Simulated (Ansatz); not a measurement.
**WC+ (sextet): the correlation ladder, def2-TZVPP**

The task here is to estimate one member of a computed series from the others.

Computed with Ansatz 0.2.0, Gaussian basis. Level: def2-TZVPP, core rule «outside noble gas», up to 5 orbitals frozen.

The runs, in order: UHF; ROHF; CCSD(T) on UHF.

### What is computed

The geometry is a PBE0/def2-TZVP stationary point (not a proven minimum) of the parent state, kept for this charge and spin. No spin-orbit coupling is included. Elements past krypton take def2 core potentials.

2 atoms, charge 1, spin multiplicity 6.

Atoms are counted from 1 here; the program's logs count them from 0.

Bond lengths: W1–C2 1.923 Å.

Set-up of the first run:

File in.yaml:

```yaml
crystal:
  periodic: [false, false, false]
  atoms:
    - {symbol: W, position_ang: [0.000000, 0.000000, 0.000000]}
    - {symbol: C, position_ang: [0.000000, 0.000000, 1.923200]}
basis:
  gaussian: {orbitals: def2-TZVPP}
total_charge: 1
magnetization: {spin_polarized: true, initial_magnetization: 5}
hamiltonian: {xc: hf}
output: {orbitals: {seedname: orbitals}}
```

Launch:

```bash
$ ansatz run in.yaml --threads 1 --pin off --events-out ev --progress --plain --max-ram 4096MiB --backend cpu
```

Steps of the session up to this table: UHF; ROHF; CCSD(T) on UHF.

One of the session's tables, all rows but one given; the rest of the session is left out.

| method | from UCCSD(T) (meV) |
| --- | --- |
| ROHF | +7033.5 |
| UHF | ? |
| UMP2 | +1624.3 |
| UCCSD | +416.0 |
| UCCSD(T) | 0 |

**Question.** Estimate the row for UHF.

As computed: from UCCSD(T) (meV): +6339.7. In the column «from UCCSD(T) (meV)» it lies between UMP2 (+1624.3) and ROHF (+7033.5).

Limits of these values: The determinant is far from a pure spin state, so its energy mixes those of several spin states (harmless only where they are near-degenerate, as at dissociation).
